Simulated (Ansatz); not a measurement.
**C₂H₃OSb: basis-set convergence**

An exercise on one series of results from a longer session: the logs are not shown, and one member is left open.

Program: Ansatz 0.2.0, Gaussian basis. Level of theory: one geometry, several basis sets. These are calculated values, not measurements.

Levels to be run: PBE0-D4/def2-SVP; ωB97M-V/def2-SVP; PBE0-D4/def2-QZVPP; ωB97M-V/def2-QZVPP; the functionals' def2-TZVPP values are taken from earlier runs.

### Structure used throughout

The geometry comes from an earlier relaxation with PBE0-D4 in a triple-zeta def2 set; it is a stationary point, not always the lowest conformer. Sb takes the def2 core potential; no spin-orbit term is included.

SMILES `C#C[O][SbH2]`, 7 atoms, charge 0, spin multiplicity 1.

Atoms are counted from 1 here; the program's logs count them from 0.

Bond lengths: C1–C2 1.203 Å, C1–H5 1.062 Å, C2–O3 1.283 Å, O3–Sb4 2.018 Å, Sb4–H6 1.713 Å, Sb4–H7 1.712 Å. Angles: C2–C1–H5 178.8°, C1–C2–O3 179.1°, C2–O3–Sb4 119.6°, O3–Sb4–H6 94.0°, O3–Sb4–H7 94.0°, H6–Sb4–H7 90.2°.

The first run:

Input file in.yaml:

```yaml
crystal:
  periodic: [false, false, false]
  atoms:
    - {symbol: C, position_ang: [1.828960, 0.042671, 0.337373]}
    - {symbol: C, position_ang: [0.764932, -0.504721, 0.457087]}
    - {symbol: O, position_ang: [-0.361979, -1.102864, 0.595255]}
    - {symbol: Sb, position_ang: [-2.019813, -0.310910, -0.239584]}
    - {symbol: H, position_ang: [2.777917, 0.509771, 0.243669]}
    - {symbol: H, position_ang: [-1.674913, 1.278756, 0.295837]}
    - {symbol: H, position_ang: [-1.253804, 0.019098, -1.735237]}
basis:
  gaussian: {orbitals: def2-SVP}
hamiltonian: {xc: pbe0, dispersion: d4}
output: {orbitals: {seedname: orbitals}}
```

Launch:

```console
$ ansatz run in.yaml --threads 2 --pin off --events-out ev --progress --plain --max-ram 4352MiB
```

Among the steps run: PBE0-D4 in def2-SVP; ωB97M-V in def2-SVP; PBE0-D4 in def2-QZVPP; ωB97M-V in def2-QZVPP.

One table of the session follows, with a row left open; its other results are not shown here.

It belongs to the step «Density functionals: the series». 

| functional | basis | HOMO (eV) | LUMO (eV) |
| --- | --- | --- | --- |
| PBE0-D4 | def2-SVP | -6.68 | -1.79 |
| PBE0-D4 | def2-TZVPP | -6.82 | -1.98 |
| PBE0-D4 | def2-QZVPP | -6.85 | -2.01 |
| ωB97M-V | def2-SVP | -8.88 | 0.17 |
| ωB97M-V | def2-TZVPP | ? | ? |
| ωB97M-V | def2-QZVPP | -9.07 | -0.26 |

Q: Estimate the row for ωB97M-V, def2-TZVPP from the others.

**Answer.** HOMO (eV): -9.04; LUMO (eV): -0.17. In the column «HOMO (eV)» it lies between ωB97M-V, def2-QZVPP (-9.07) and ωB97M-V, def2-SVP (-8.88).
